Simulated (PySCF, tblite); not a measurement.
# C5H3N2O radical: geometry, infrared bands and EPR parameters

What infrared bands and EPR parameters should C5H3N2O radical (`N#C/[C]=C\OCC#N`) show?

The runs use tblite 0.8.0 and PySCF 2.14.0, with density-fitted response routines of our own; the level of theory stands in each step. All values are computed, except where a source is named. Atoms are numbered from 0 throughout.

## Step 1: The starting structure

11 atoms, charge 0, multiplicity 2; geometry from: force field or distance geometry start.

Bonds of the start (Å): N0–C1 1.15, C1–C2 1.44, C2–C3 1.31, C3–O4 1.38, O4–C5 1.42, C5–C6 1.48, C6–N7 1.17, C3–H8 1.11, C5–H9 1.08, C5–H10 1.12.

## Step 2: Relaxing the molecule with GFN2-xTB

Job settings and geometry (Å):

```
{"job": {"kind": "relax", "xc": "GFN2-xTB", "basis": "xTB"}, "charge": 0, "multiplicity": 2}
N      1.628200     1.502200    -1.624300
C      1.564500     0.389100    -1.349600
C      1.536100    -1.010000    -1.000500
C      0.665500    -1.553800    -0.185200
O     -0.335400    -0.897400     0.508900
C     -0.645200     0.477000     0.366600
C     -1.782800     0.843400     1.243500
N     -2.672700     1.113100     1.945800
H      0.737200    -2.648900     0.005000
H     -0.874400     0.662700    -0.676200
H      0.184300     1.125300     0.740000
```

Run with:

```sh
> OMP_NUM_THREADS=1 python probes_run.py task.json out
```

The driver reads the jobs from task.json and runs them one after another.

The program printed:

```text
step      E/eV     max force
  0    -596.49391    3.720
  1    -596.48025    8.692
  2    -596.75976    3.102
  3    -596.66481    7.788
  4    -596.87447    1.225
  5    -596.89926    1.391
  6    -596.93583    0.611
  7    -596.98344    0.565
  8    -596.99373    0.484
  9    -597.01948    0.487
 10    -597.04072    0.719
 11    -597.06656    0.971
 12    -597.08435    0.653
 13    -597.09449    0.238
 14    -597.09964    0.217
 15    -597.10871    0.244
 16    -597.11497    0.261
 17    -597.12011    0.281
 18    -597.12598    0.256
 19    -597.13302    0.273
 20    -597.13935    0.262
 21    -597.14460    0.236
 22    -597.14945    0.440
 23    -597.15542    0.372
 24    -597.16340    0.308
 25    -597.16723    0.152
 26    -597.16917    0.105
 27    -597.17105    0.134
 28    -597.17273    0.141
 29    -597.17397    0.140
 30    -597.17497    0.134
 31    -597.17628    0.135
 32    -597.17969    0.262
 33    -597.18392    0.367
 34    -597.18828    0.337
 35    -597.19195    0.181
 36    -597.19360    0.164
 37    -597.19524    0.153
 38    -597.19668    0.183
 39    -597.19744    0.327
 40    -597.19847    0.088
 41    -597.19922    0.142
 42    -597.19995    0.087
 43    -597.20046    0.103
 44    -597.20114    0.119
 45    -597.20167    0.074
 46    -597.20196    0.045
 47    -597.20202    0.022
 48    -597.20204    0.025
 49    -597.20208    0.010
 50    -597.20210    0.017
 51    -597.20211    0.020
 52    -597.20213    0.019
 53    -597.20215    0.012
 54    -597.20217    0.012
 55    -597.20218    0.009
```

Run time: 0.45 s. Hardware: 1 thread of AMD EPYC, shared host.

Step by step: (not every step is listed) (the energy doesn't fall at every step)

| step | energy from step 0 (eV) | largest force (eV/Å) |
| --- | --- | --- |
| 0 | 0.0000 | 3.7204 |
| 1 | 0.0137 | 8.6922 |
| 2 | -0.2659 | 3.1019 |
| 3 | -0.1709 | 7.7876 |
| 4 | -0.3806 | 1.2254 |
| 5 | -0.4053 | 1.3907 |
| 6 | -0.4419 | 0.6111 |
| 7 | -0.4895 | 0.5651 |
| 8 | -0.4998 | 0.4845 |
| 12 | -0.5904 | 0.6533 |
| 16 | -0.6211 | 0.2608 |
| 20 | -0.6454 | 0.2617 |
| 24 | -0.6695 | 0.3079 |
| 28 | -0.6788 | 0.1413 |
| 32 | -0.6858 | 0.2617 |
| 36 | -0.6997 | 0.1636 |
| 40 | -0.7046 | 0.0876 |
| 44 | -0.7072 | 0.1193 |
| 48 | -0.7081 | 0.0250 |
| 50 | -0.7082 | 0.0167 |
| 51 | -0.7082 | 0.0200 |
| 52 | -0.7082 | 0.0188 |
| 53 | -0.7082 | 0.0124 |
| 54 | -0.7083 | 0.0120 |
| 55 | -0.7083 | 0.0094 |

Distances of close pairs at the start and the end, largest changes first:

| bond | before (Å) | after (Å) | change (Å) |
| --- | --- | --- | --- |
| C1–C2 | 1.442 | 1.316 | -0.126 |
| C3–O4 | 1.384 | 1.348 | -0.036 |
| C5–C6 | 1.482 | 1.449 | -0.034 |
| C3–H8 | 1.114 | 1.087 | -0.027 |
| C6–N7 | 1.165 | 1.141 | -0.024 |
| N0–C1 | 1.148 | 1.170 | +0.021 |
| C5–H9 | 1.084 | 1.101 | +0.018 |
| C5–H10 | 1.117 | 1.102 | -0.015 |

The final coordinates are the input of the step that follows.

## Step 3: Harmonic vibrations with GFN2-xTB

Job settings and geometry (Å):

```
{"job": {"kind": "ir", "xc": "GFN2-xTB", "basis": "xTB"}, "charge": 0, "multiplicity": 2}
N      2.552432     1.116850    -2.316124
C      1.972481     0.338413    -1.663414
C      1.313282    -0.529947    -0.925859
C      0.584442    -1.299672    -0.162792
O     -0.472481    -0.943508     0.594077
C     -0.826067     0.428914     0.554228
C     -1.963102     0.648244     1.424508
N     -2.857561     0.823503     2.110637
H      0.777224    -2.364968    -0.062364
H     -1.089808     0.729870    -0.471997
H      0.014580     1.054972     0.893135
```

The program printed:

```text
mode    cm-1     km/mol
  1      36.0      6.44
  2      38.9      9.00
  3     142.0      5.37
  4     144.9     12.68
  5     241.4      2.41
  6     287.8     12.38
  7     370.4      4.27
  8     378.8     14.06
  9     476.7     12.56
 10     511.8      9.65
 11     614.2      1.31
 12     760.8      3.86
 13     861.8     21.40
 14     939.1      1.15
 15     977.6      6.87
 16    1026.5     34.79
 17    1159.9      8.83
 18    1173.8    172.61
 19    1256.9    168.40
 20    1301.1     12.67
 21    1414.7     10.20
 22    1833.8    146.90
 23    2139.5    124.89
 24    2420.3    156.07
 25    2861.3      9.76
 26    2886.9      9.18
 27    2977.9      4.89
```

It took 0.44 s on 1 thread of AMD EPYC, shared host.

The strongest bands and the atoms that carry them (share of the mass-weighted mode):

| cm⁻¹ | km/mol | atoms |
| --- | --- | --- |
| 379 | 14.1 | C1 65 %, N0 17 %, C2 12 % |
| 862 | 21.4 | C3 39 %, N0 21 %, O4 12 %, C1 11 % |
| 1026 | 34.8 | C5 43 %, O4 19 %, H8 11 % |
| 1174 | 172.6 | O4 40 %, H8 35 %, C3 15 % |
| 1257 | 168.4 | H8 35 %, C3 32 % |
| 1834 | 146.9 | C2 62 %, C3 30 % |
| 2140 | 124.9 | C1 63 %, N0 32 % |
| 2420 | 156.1 | C6 60 %, N7 40 % |

## Step 4: g tensor and hyperfine couplings: B3LYP/pcH-1

Settings changed since step 3:

```diff
@@ -1,2 +1,2 @@
-{"job": {"kind": "ir", "xc": "GFN2-xTB", "basis": "xTB"}, "charge": 0, "multiplicity": 2}
+{"job": {"kind": "epr", "basis": "pcH-1"}, "charge": 0, "multiplicity": 2}
 N      2.552432     1.116850    -2.316124
```

With the program's defaults for keys left out, this is: UKS B3LYP, pcH-1 on C H N O, non-relativistic, mean-field spin-orbit, GIAO.

The program printed:

```text
UKS, coarse grid
  cycle   1  E = -376.82315694  |g| = 5.05e-01
  cycle   2  E = -376.36592677  |g| = 1.12e+00
  cycle   3  E = -376.92487324  |g| = 1.72e-01
  cycle   4  E = -376.93377509  |g| = 9.30e-02
  cycle   5  E = -376.93703610  |g| = 3.48e-02
  cycle   6  E = -376.93755742  |g| = 1.43e-02
  cycle   7  E = -376.93766988  |g| = 6.60e-03
  cycle   8  E = -376.93770795  |g| = 4.11e-03
  cycle   9  E = -376.93772716  |g| = 2.09e-03
  cycle  10  E = -376.93773339  |g| = 9.76e-04
UKS, final grid
  cycle   1  E = -376.93771838  |g| = 1.27e-03
  cycle   2  E = -376.93771735  |g| = 2.19e-03
  cycle   3  E = -376.93771979  |g| = 4.06e-04
  cycle   4  E = -376.93771995  |g| = 2.54e-04
  cycle   5  E = -376.93772016  |g| = 2.54e-04
  cycle   6  E = -376.93772021  |g| = 6.39e-05
  cycle   7  E = -376.93772021  |g| = 1.91e-05
E = -376.93772021 Eh   <S^2> = 0.7728 (exact 0.7500)
g shifts (ppm)      1          2          3
  rmc          -182       -182       -182
  gc             18         30         39
  oz_so        -202       1046       1414
  total        -367        893       1270
hyperfine (MHz)  atom isotope    a_iso     a_fc   dipolar eigenvalues
    0   14N      11.22      11.22    -23.08    -15.06     38.14
    1   13C     -67.16     -67.16    -22.71     -2.86     25.57
    2   13C      80.60      80.60    -68.66    -52.51    121.17
    3   13C     -36.42     -36.42    -14.04      3.51     10.53
    4   17O     -30.26     -30.26    -17.46      4.74     12.72
    5   13C       2.67       2.67     -1.18      0.37      0.81
    6   13C      -1.11      -1.11     -0.67     -0.18      0.86
    7   14N       0.17       0.17     -0.32     -0.31      0.63
    8    1H      92.00      92.00     -4.93     -1.82      6.75
    9    1H      -0.89      -0.89     -3.18     -2.09      5.27
   10    1H      -0.88      -0.88     -3.23     -2.11      5.34
```

Run time: 56 s. Hardware: 1 thread of AMD EPYC, shared host; peak memory 0.9 GiB.

Principal g values 2.00195, 2.00321, 2.00359; g(iso) = 2.00292, against 2.00232 for a free electron.

Mean a(iso) over the nuclei that a row names, and the largest dipolar term of the row (other rows stand at the frozen geometry):

| nuclei | isotope | a(iso) (MHz) | a(iso) (G, at g = 2.0023) | largest dipolar term (MHz) |
| --- | --- | --- | --- | --- |
| H8 | 1H | 92.0 | 32.8 | 6.8 |
| C2 | 13C | 80.6 | 28.8 | 121.2 |
| C1 | 13C | -67.2 | -24.0 | 25.6 |
| C3 | 13C | -36.4 | -13.0 | -14.0 |
| O4 | 17O | -30.3 | -10.8 | -17.5 |
| N0 | 14N | 11.2 | 4.0 | 38.1 |
| C5 | 13C | 2.7 | 1.0 | -1.2 |
| C6 | 13C | -1.1 | -0.4 | 0.9 |
| H9, H10 | 1H | -0.9 | -0.3 | 5.3 |
| N7 | 14N | 0.2 | 0.1 | 0.6 |

Mulliken spin populations:

| atom | value (e) |
| --- | --- |
| N0 | 0.48 |
| C1 | -0.24 |
| C2 | 0.80 |
| C3 | -0.11 |
| O4 | 0.02 |
| C5 | 0.01 |
| C6 | 0.00 |
| N7 | 0.01 |
| H8 | 0.04 |
| H9 | 0.00 |
| H10 | 0.00 |

In first order the couplings over 0.8 MHz of 1H, 14N give 18 distinct lines over 41.5 G, if the averaged nuclei exchange fast.

The fields below are evaluated on a grid from the run's orbitals.

ELF in a plane through or near 9 of the atoms.

Ten even steps from ' ' (0.00) to '@' (1.00):
```
                                                        
                                                        
                                                        
                  ..##@@@@**                            
                  --@@@@@@%%                            
                  ..@@@@@@##  --==::                    
                    ++@@%%**--##%%++                    
            ..--++++**--%%--++==%%++  ..::::::..        
            ..--##**++%%--++**--##..  ++++==++++--      
          ..--++%%--**++++..==##==**##**%%##%%@@%%::    
        ..::++**==%%##**--  ==::++%%**==##::==@@@@==    
      ::==++####++++##==    ****--**##==%%++%%@@%%--    
      ==##%%--**%%**++..    --++--::==####**##%%**..    
      ++%%@@**==**==::              ..==--------..      
      ==%%@@@@%%**::..                ......            
        ==**##**==..                                    
          ::::::..                                      
                                                        
                                                        
                                                        
```
The map spans 12.5 Å across and 9.8 Å up, centred on the molecule. Atoms in the plane (x, y in Å): N0 (-3.3, -1.5), C1 (-2.5, -0.7), C2 (-1.7, 0.3), C3 (-0.7, 1.2), O4 (0.6, 1.0), C5 (1.0, -0.3), C6 (2.5, -0.4), N7 (3.6, -0.4), H8 (-0.9, 2.3).

On the surface of density 0.002 e/bohr³ the electrostatic potential runs, from the 1st to the 99th percentile, from -1.44 V near N0 to 1.87 V near H8.

The spin density lies nearest to C2 45 %; N0 31 %; C1 10 % (beta excess).

## Step 5: What came out

```
                                 quantity                  value
strongest single infrared mode (GFN2-xTB)  1174 cm⁻¹, 173 km/mol
             zero-point energy (GFN2-xTB)          41.8 kcal/mol
                           g(iso) (B3LYP)                2.00292
                                     ⟨S²⟩     0.773 (exact 0.75)
       largest a(iso) (averaged by class)     1H on H8, 92.0 MHz
    surface potential, 1st and 99th percentile     -1.44 V and 1.87 V
```

Over 55 steps the energy fell by 0.708 eV; of the close pairs, C1–C2 changed most, 1.442 to 1.316 Å. All 27 modes are real, so the xTB geometry is a minimum. The strongest single mode, at 1174 cm⁻¹, moves mainly O4 and H8. GFN2-xTB is a fitted tight-binding method: band positions and strengths are rough. Its intensities can rank the bands wrongly. The largest share of the spin, 0.80 e, sits on C2. The isotropic g lies 0.6 ppt above the free-electron value.
